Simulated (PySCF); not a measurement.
**SnCl₄: relaxation and vibrations of the singlet**

The task is one start of a wider search on SnCl₄: the singlet, from a tetrahedral start. It is relaxed, tested by its Hessian and followed downhill if it is a saddle.

The runs use PySCF 2.14.0; PBE, basis Sn def2-TZVP with ECP28, Cl def2-TZVP, scalar-relativistic core potentials, no spin–orbit coupling, density fitting.

## Step 1: Starting geometry

5 atoms, charge 0, spin multiplicity 1.

Bond lengths: Sn1–Cl2 2.390 Å, Sn1–Cl3 2.390 Å, Sn1–Cl4 2.390 Å, Sn1–Cl5 2.390 Å. Angles: Cl2–Sn1–Cl3 109.5°, Cl2–Sn1–Cl4 109.5°, Cl2–Sn1–Cl5 109.5°, Cl3–Sn1–Cl4 109.5°, Cl3–Sn1–Cl5 109.5°, Cl4–Sn1–Cl5 109.5°.

```xyz
5
charge 0 multiplicity 1
Sn    0.0000    0.0000    0.0000
Cl    1.3799    1.3797    1.3799
Cl   -1.3799    1.3797   -1.3799
Cl    1.3799   -1.3797   -1.3799
Cl   -1.3799   -1.3797    1.3799
```

## Step 2: Finding the electronic state

One driver script runs all steps and calls PySCF; scf.py shows how it sets up the SCF of each step. The optimiser is the driver's own. After this first run the driver tries any further starts and a stability analysis.

Contents of scf.py:

```python
from pyscf import gto, scf, dft
mol = gto.M(atom='''
Sn     0.000000     0.000000     0.000000
Cl     1.379920     1.379700     1.379920
Cl    -1.379920     1.379700    -1.379920
Cl     1.379920    -1.379700    -1.379920
Cl    -1.379920    -1.379700     1.379920''',
    basis={'Sn': 'def2-TZVP', 'Cl': 'def2-TZVP'},
    ecp={'Sn': 'def2-TZVP'},
    charge=0, spin=0)
mf = dft.RKS(mol, xc='PBE')
mf.grids.atom_grid = (50, 194)
aux = {'Sn': 'def2-universal-JKFIT', 'Cl': 'def2-universal-JKFIT'}
mf = mf.density_fit(auxbasis=aux)
mf.conv_tol = 1e-08
mf.diis_space = 10
mf.max_cycle = 60
mf.init_guess = 'minao'
mf.verbose = 4
mf.kernel()
```

On the command line:

```console
$ OMP_NUM_THREADS=4 python axn.py task.json out
```

The runs that follow: Relaxation: tetrahedral start, singlet; Vibrations and properties at this point.

**Question.** What will these runs give? Wanted: minimum; geometry; wavenumbers; dipole moment; highest occupied, lowest empty level; polar-tensor charge of Sn1; zero-point energy; atomisation energy.

**Answer**, as computed:

```
                                 quantity                                     value
                                  minimum                               singlet, Td
                                 geometry  Sn–Cl 2.316 Å (×4); Cl–Sn–Cl 109.5° (×6)
                       wavenumbers (cm⁻¹)      90 (e), 119 (t2), 341 (a1), 380 (t2)
                            dipole moment                                    0.00 D
     highest occupied, lowest empty level                           -8.30, -4.37 eV
               polar-tensor charge of Sn1                                   +1.97 e
                        zero-point energy                               12.1 kJ/mol
                      entropy at 298.15 K                           371.5 J/(mol K)
atomisation energy (no zero-point energy)                               1328 kJ/mol
```

What this shows: The molecule stays Td, as typed, and the end point is a minimum. The strongest infrared band lies at 380 cm⁻¹ (t2, stretch). Sn1 has a polar-tensor charge of +2.0 e (a dipole derivative, not a static charge), yet symmetry cancels the bond dipoles. Other starts or spin states, not run here, may lie lower.
